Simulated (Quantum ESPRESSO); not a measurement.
NbCu, 2 atoms in the cell. Symmetry: Fm-3m, No. 225, cubic system. The conventional cell has a = 5.124 Å, b = 5.124 Å, c = 5.124 Å, α = 90.00°, β = 90.00°, γ = 90.00°. Nb (site symmetry m-3m) has 6 Cu at 2.56 Å as nearest neighbours. Cu (site symmetry m-3m) is surrounded by 6 Nb at 2.56 Å. The cell was built by a generator and needn't be a form met in nature.

- Program: Quantum ESPRESSO 7.5
- Task: Wannier functions
- Functional: LDA
- Potentials or basis: GBRV 1.5 LDA
- Cutoff: 762 eV
- Density cutoff: 6095 eV
- k mesh: 7 × 7 × 7
- Occupations: fermi-dirac, width 0.05 eV
- Spin: no spin polarisation
- Form of the LDA correlation: PZ81
- Mixing beta: 0.5
- Most SCF iterations: 120
- SCF threshold: 4e-10 Ry
- k mesh for the Wannier functions: 5 × 5 × 5
- Projections: Nb spd, Cu spd

Potentials or basis: GBRV 1.5 LDA.

The run is started by

```bash
$ OMP_NUM_THREADS=1 pw.x -in pw.in > pw.out
$ OMP_NUM_THREADS=1 pw.x -in nscf.in > nscf.out
$ wannier90.x -pp w
$ OMP_NUM_THREADS=1 pw2wannier90.x -in pw2wan.in > pw2wan.out
$ wannier90.x w
$ OMP_NUM_THREADS=1 pw.x -in bands.in > bands.out
```

Hardware: 1 thread of Arm Neoverse V2, with other jobs on the host.

How long does it take, and how much memory?

Wall time 5.2 min on 1 thread of Arm Neoverse V2, with other jobs on the host, peak memory 0.17 GiB. Counts: scf iterations 14, k pools 1, bands 24, k points 20, g dense 36325.
